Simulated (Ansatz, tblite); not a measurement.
# The cluster Sn3H6O9: one state, many levels

The task here is to estimate one member of a computed series from the others.

Program: Ansatz 0.2.0, Gaussian basis. Level of theory: as each input shows. These are calculated values, not measurements.

Levels to be run: GFN1-xTB, GFN2-xTB, PBE-D4/def2-TZVP, r2SCAN-D4/def2-TZVP, B3LYP-D4/def2-TZVP, revPBE-D4/def2-TZVP, PBE-D4/def2-SVP, PBE0-D4/def2-SVP, MP2/def2-SVP, RPA/def2-SVP.

6 further runs of the same task are left out: 3 that didn't finish, 3 set aside as unsound or not needed. Runs told in other sessions of the task aren't counted.

## The relaxed structure

The geometry is that of the singlet, from an earlier relaxation (r2SCAN-D4/def2-SVP). At that level it is the lowest of the isomers that a small search found.

18 atoms, charge 0, spin multiplicity 1.

Bond lengths: Sn1–O5 2.265 Å, Sn1–O6 1.999 Å, Sn1–O8 2.200 Å, Sn2–O4 2.079 Å, Sn2–O7 2.381 Å, Sn2–O10 2.068 Å, Sn3–O4 1.938 Å, Sn3–O9 1.873 Å, Sn3–H17 1.708 Å, O5–H13 1.035 Å, O5–H18 0.980 Å, O6–H14 0.968 Å, O7–O8 1.417 Å, O7–O12 1.452 Å, O10–O11 1.462 Å, O11–H16 0.987 Å, O12–H15 0.997 Å. Angles: O5–Sn1–O6 89.7°, O5–Sn1–O8 76.3°, O6–Sn1–O8 89.4°, O4–Sn2–O7 85.3°, O4–Sn2–O10 91.6°, O7–Sn2–O10 84.8°, O4–Sn3–O9 112.9°, O4–Sn3–H17 116.1°, O9–Sn3–H17 130.9°, Sn2–O4–Sn3 141.7°, Sn1–O5–H13 120.7°, Sn1–O5–H18 104.7°, H13–O5–H18 104.1°, Sn1–O6–H14 113.5°, Sn2–O7–O8 114.6°, Sn2–O7–O12 102.2°, O8–O7–O12 109.2°, Sn1–O8–O7 109.7° and more.

Sn takes a core potential in the def2 sets. No spin-orbit coupling is included.

PBE0-D4/def2-TZVP was run before; its log isn't repeated, and its numbers join the tables.

Set-up of the first run:

Tight binding, by tblite at 300 K electronic temperature and without a spin-polarisation term:

```python
tblite.interface.Calculator('GFN1-xTB', numbers, positions, charge=0, uhf=0).singlepoint()
```

Tight binding, by tblite at 300 K electronic temperature and without a spin-polarisation term:

```python
tblite.interface.Calculator('GFN2-xTB', numbers, positions, charge=0, uhf=0).singlepoint()
```

start.molden holds the orbitals of an earlier run on this state, given as this run's starting guess.

in.yaml reads:

```yaml
crystal:
  periodic: [false, false, false]
  atoms:
    - {symbol: Sn, position_ang: [1.244295, 2.088583, 0.950164]}
    - {symbol: Sn, position_ang: [0.139799, -2.141615, -1.438498]}
    - {symbol: Sn, position_ang: [-1.895282, 0.824362, -2.646479]}
    - {symbol: O, position_ang: [-1.224973, -0.574383, -1.485117]}
    - {symbol: O, position_ang: [-0.930417, 1.755768, 0.412852]}
    - {symbol: O, position_ang: [0.756409, 2.072563, 2.888957]}
    - {symbol: O, position_ang: [1.567463, -0.605385, -0.311502]}
    - {symbol: O, position_ang: [1.047054, -0.102534, 0.906940]}
    - {symbol: O, position_ang: [-1.893308, 2.510274, -1.831048]}
    - {symbol: O, position_ang: [-0.463324, -2.686778, 0.462515]}
    - {symbol: O, position_ang: [0.743369, -2.694744, 1.287330]}
    - {symbol: O, position_ang: [2.735411, -1.421116, -0.030500]}
    - {symbol: H, position_ang: [-1.336885, 2.185494, -0.436831]}
    - {symbol: H, position_ang: [-0.049320, 1.570266, 3.079624]}
    - {symbol: H, position_ang: [2.288919, -2.132987, 0.506736]}
    - {symbol: H, position_ang: [0.704886, -1.768111, 1.624832]}
    - {symbol: H, position_ang: [-2.431802, 0.328192, -4.190361]}
    - {symbol: H, position_ang: [-1.002314, 0.792151, 0.250387]}
basis:
  gaussian: {orbitals: def2-TZVP, initial_orbitals: start.molden}
hamiltonian: {xc: pbe, dispersion: d4}
scf: {omitted_lower_state_checks: [starts]}
output: {forces: true, orbitals: {seedname: orbitals}}
```

Run with:

```bash
ansatz run in.yaml --threads 4 --pin off --events-out ev --progress --plain --max-ram 6963MiB
```

Steps of the session up to this table: PBE-D4/def2-TZVP; r2SCAN-D4/def2-TZVP; B3LYP-D4/def2-TZVP; revPBE-D4/def2-TZVP; PBE-D4/def2-SVP; PBE0-D4/def2-SVP; MP2/def2-SVP; RPA/def2-SVP.

One of the session's tables, all rows but one given; the rest of the session is left out.

It belongs to the step «Binding energy». 

```
              level  binding an atom (eV)
        HF/def2-SVP                 1.495
    PBE-D4/def2-SVP                 3.361
   PBE-D4/def2-TZVP                 3.365
revPBE-D4/def2-TZVP                 3.214
r2SCAN-D4/def2-TZVP                     ?
 B3LYP-D4/def2-TZVP                 3.159
   PBE0-D4/def2-SVP                 3.084
  PBE0-D4/def2-TZVP                 3.104
       MP2/def2-SVP                 2.954
```

Q: Estimate the row for r2SCAN-D4/def2-TZVP from the others.

**Answer.** binding an atom (eV): 3.198. In the column «binding an atom (eV)» it lies between B3LYP-D4/def2-TZVP (3.159) and revPBE-D4/def2-TZVP (3.214).

Caveats from the session: Free atoms were run apart at each level; binding is atoms less cluster, divided by the number of atoms, without zero-point or spin-orbit terms.
